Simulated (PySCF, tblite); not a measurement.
**C₇H₁₁S radical: geometry, infrared bands and EPR parameters**

What infrared bands and EPR parameters should C₇H₁₁S radical (`C=C/C=C\[CH]CSC`) show?

The runs use tblite 0.8.0 and PySCF 2.14.0, with density-fitted response routines of our own; the level of theory stands in each step. All values are computed, except where a source is named. Atoms count from 0, in the outputs and in this text.

### 1 The molecule as given

19 atoms, charge 0, multiplicity 2; geometry from: force field or distance geometry start.

Bonds of the start (Å): C0–C1 1.33, C1–C2 1.46, C2–C3 1.33, C3–C4 1.43, C4–C5 1.49, C5–S6 1.82, S6–C7 1.82, C0–H8 1.09, C0–H9 1.09, C1–H10 1.08, C2–H11 1.09, C3–H12 1.10, C4–H13 1.09, C5–H14 1.09, C5–H15 1.10, C7–H16 1.10, C7–H17 1.10, C7–H18 1.09.

### 2 Relaxing the molecule with GFN2-xTB

Job settings and geometry (Å):

```
{"job": {"kind": "relax", "xc": "GFN2-xTB", "basis": "xTB"}, "charge": 0, "multiplicity": 2}
C     -3.654300     0.943500     0.077400
C     -2.427300     0.603700    -0.295300
C     -1.676400    -0.467100     0.363300
C     -0.447600    -0.880300     0.056000
C      0.420100    -0.382900    -0.963200
C      1.786200    -0.939800    -1.169100
S      3.040400     0.369300    -0.976900
C      2.908200     0.651500     0.814500
H     -4.188400     0.444000     0.883900
H     -4.184200     1.751300    -0.428800
H     -1.953600     1.140900    -1.100800
H     -2.204300    -0.970600     1.179700
H     -0.050200    -1.702100     0.675300
H      0.085100     0.391000    -1.652600
H      1.867600    -1.323400    -2.183100
H      2.014000    -1.762200    -0.470200
H      1.930800     1.080300     1.065900
H      3.046700    -0.293400     1.357900
H      3.677200     1.355500     1.125600
```

Run with:

```bash
$ OMP_NUM_THREADS=1 python probes_run.py task.json out
```

This one command runs all jobs of the session in turn.

**Question.** This job is followed by: GFN2-xTB harmonic vibrations, gas phase; UKS B3LYP, pcH-1 on C H S, non-relativistic, mean-field spin-orbit, GIAO. Predict these results of the whole session: strongest single infrared mode (GFN2-xTB); zero-point energy (GFN2-xTB); g(iso) (B3LYP); ⟨S²⟩; largest a(iso) (averaged by class); potential on the surface of density 0.002 e/bohr³, 1st and 99th percentile.

As calculated:

```
                                                                  quantity                 value
                                 strongest single infrared mode (GFN2-xTB)  3144 cm⁻¹, 41 km/mol
                                              zero-point energy (GFN2-xTB)         96.6 kcal/mol
                                                            g(iso) (B3LYP)               2.00242
                                                                      ⟨S²⟩    0.788 (exact 0.75)
                                        largest a(iso) (averaged by class)   13C on C2, 48.9 MHz
potential on the surface of density 0.002 e/bohr³, 1st and 99th percentile    -1.01 V and 0.91 V
```

In words: The optimisation took 78 steps and gained 0.273 eV; among the close pairs (by a distance rule), C2–C3 changed most, from 1.332 to 1.399 Å. All 51 modes are real, so the xTB geometry is a minimum. The strongest single mode, at 3144 cm⁻¹, moves mainly H9. GFN2-xTB is a fitted tight-binding method: band positions and strengths are rough. Its intensities can rank the bands wrongly. The largest spin populations lie on C2 (0.55 e), C4 (0.48 e), C0 (0.43 e). The isotropic g lies 0.1 ppt above the free-electron value. These values are for one conformer; the search (at its own cheap level) found 2 more, at 1.06, 3.30 kcal/mol, and measured spectra average over such forms.
